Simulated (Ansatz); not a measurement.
# SiSnTeSe3: the cost of one run

Method: DFT PBE, scalar-relativistic, plane waves, PAW, in Ansatz 0.2.0.

## Step 1: The system as given

It takes space group P4/mmm (No. 123, tetragonal). Conventional cell: a = 4.896 Å, b = 4.896 Å, c = 8.256 Å, α = 90.00°, β = 90.00°, γ = 90.00°. Si (site symmetry 4/mmm) has 2 Se at 2.09 Å as nearest neighbours. Around Sn (site symmetry 4/mmm) lie 4 Si at 3.46 Å. Te (site symmetry 4/mmm) has 2 Se at 2.04 Å as nearest neighbours. Se (site symmetry 4mm) has 1 Te at 2.04 Å and 1 Si at 2.09 Å as nearest neighbours. Se (site symmetry 4/mmm) is surrounded by 4 Te at 3.46 Å.

As a file:

```
Si Sn Te Se
1.0
     4.89550    0.00000    0.00000
     0.00000    4.89550    0.00000
     0.00000    0.00000    8.25569
Si Sn Te Se
1 1 1 3
Direct
  0.50000 0.50000 0.50000
  0.00000 0.00000 0.50000
  0.50000 0.50000 0.00000
  0.50000 0.50000 0.24725
  0.50000 0.50000 0.75275
  0.00000 0.00000 0.00000
```

The cell is invented: random cell by space group and Wyckoff sites (P4/mmm, No. 123). Lengths come from tabulated atomic sizes and are only a guess.

## Step 2: The guess as it stands, on a coarse mesh

File input.yaml:

```yaml
crystal:
  lattice:
    - [4.89550341, 0.0, 0.0]
    - [0.0, 4.89550341, 0.0]
    - [0.0, 0.0, 8.25568535]
  atoms:
    - { symbol: Si, position: [0.5, 0.5, 0.5] }
    - { symbol: Sn, position: [0.0, 0.0, 0.5] }
    - { symbol: Te, position: [0.5, 0.5, 0.0] }
    - { symbol: Se, position: [0.5, 0.5, 0.24724594] }
    - { symbol: Se, position: [0.5, 0.5, 0.75275406] }
    - { symbol: Se, position: [0.0, 0.0, 0.0] }
basis:
  ecutwfc: 420
kpoints:
  mp_grid: { grid: [4, 4, 2] }
hamiltonian:
  xc: pbe
scf:
  occupations: { method: gaussian, width: 0.1 }
  lower_state_search: "off"
output:
  forces: true
  stress: true
  eigenvalues: true
```

The run is started by

```console
> ansatz run input.yaml --threads 1 --pin off --max-ram 2560MiB --backend cpu --events-out ev --progress --plain --runs-dir out
```

**Question.** How long does this run take on 1 thread of Arm Neoverse V1, shared host, and how much memory does it need?

About 7.8 s, with a peak of 0.49 GiB.
